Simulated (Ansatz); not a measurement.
# AsBH5N: how energies converge with the basis set

The task here is to estimate one member of a computed series from the others.

Computed with Ansatz 0.2.0, Gaussian basis. Level: one geometry, several basis sets.

Levels to be run: PBE0-D4/def2-SVP; ωB97M-V/def2-SVP; PBE0-D4/def2-QZVPP; ωB97M-V/def2-QZVPP; the functionals' def2-TZVPP values are taken from earlier runs.

**The geometry**

All runs share one geometry, relaxed beforehand with PBE0-D4 in a triple-zeta def2 set.

SMILES `B[AsH]N`, 8 atoms, charge 0, spin multiplicity 1.

Atoms are counted from 1 here; the program's logs count them from 0.

Bond lengths: B1–As2 1.972 Å, B1–H4 1.195 Å, B1–H5 1.194 Å, As2–N3 1.855 Å, As2–H6 1.518 Å, N3–H7 1.010 Å, N3–H8 1.011 Å. Angles: As2–B1–H4 121.3°, As2–B1–H5 117.7°, H4–B1–H5 120.5°, B1–As2–N3 107.5°, B1–As2–H6 98.3°, N3–As2–H6 99.7°, As2–N3–H7 110.2°, As2–N3–H8 113.0°, H7–N3–H8 108.6°.

The first run:

Contents of in.yaml:

```yaml
crystal:
  periodic: [false, false, false]
  atoms:
    - {symbol: B, position_ang: [-0.903492, 0.664936, -0.956899]}
    - {symbol: As, position_ang: [0.721755, 0.657256, 0.160482]}
    - {symbol: N, position_ang: [0.899978, -1.044837, 0.874935]}
    - {symbol: H, position_ang: [-1.243723, -0.307057, -1.563449]}
    - {symbol: H, position_ang: [-1.452739, 1.710926, -1.132048]}
    - {symbol: H, position_ang: [0.159299, 1.384481, 1.368532]}
    - {symbol: H, position_ang: [1.769874, -1.461117, 0.573267]}
    - {symbol: H, position_ang: [0.141349, -1.661789, 0.619380]}
basis:
  gaussian: {orbitals: def2-SVP}
hamiltonian: {xc: pbe0, dispersion: d4}
output: {orbitals: {seedname: orbitals}}
```

Command:

```
$ ansatz run in.yaml --threads 2 --pin off --events-out ev --progress --plain --max-ram 4352MiB
```

Among the steps run: PBE0-D4 in def2-SVP; ωB97M-V in def2-SVP; PBE0-D4 in def2-QZVPP; ωB97M-V in def2-QZVPP.

One table of the session follows, with a row left open; its other results are not shown here.

It belongs to the step «Density functionals: the series». 

| functional | basis | HOMO (eV) | LUMO (eV) |
| --- | --- | --- | --- |
| PBE0-D4 | def2-SVP | -6.92 | -1.93 |
| PBE0-D4 | def2-TZVPP | -7.03 | -2.02 |
| PBE0-D4 | def2-QZVPP | ? | ? |
| ωB97M-V | def2-SVP | -9.02 | 0.07 |
| ωB97M-V | def2-TZVPP | -9.14 | -0.12 |
| ωB97M-V | def2-QZVPP | -9.18 | -0.21 |

Q: Estimate the row for PBE0-D4, def2-QZVPP from the others.

The run gave: HOMO (eV): -7.07; LUMO (eV): -2.06. In the column «HOMO (eV)» it lies between ωB97M-V, def2-SVP (-9.02) and PBE0-D4, def2-TZVPP (-7.03).
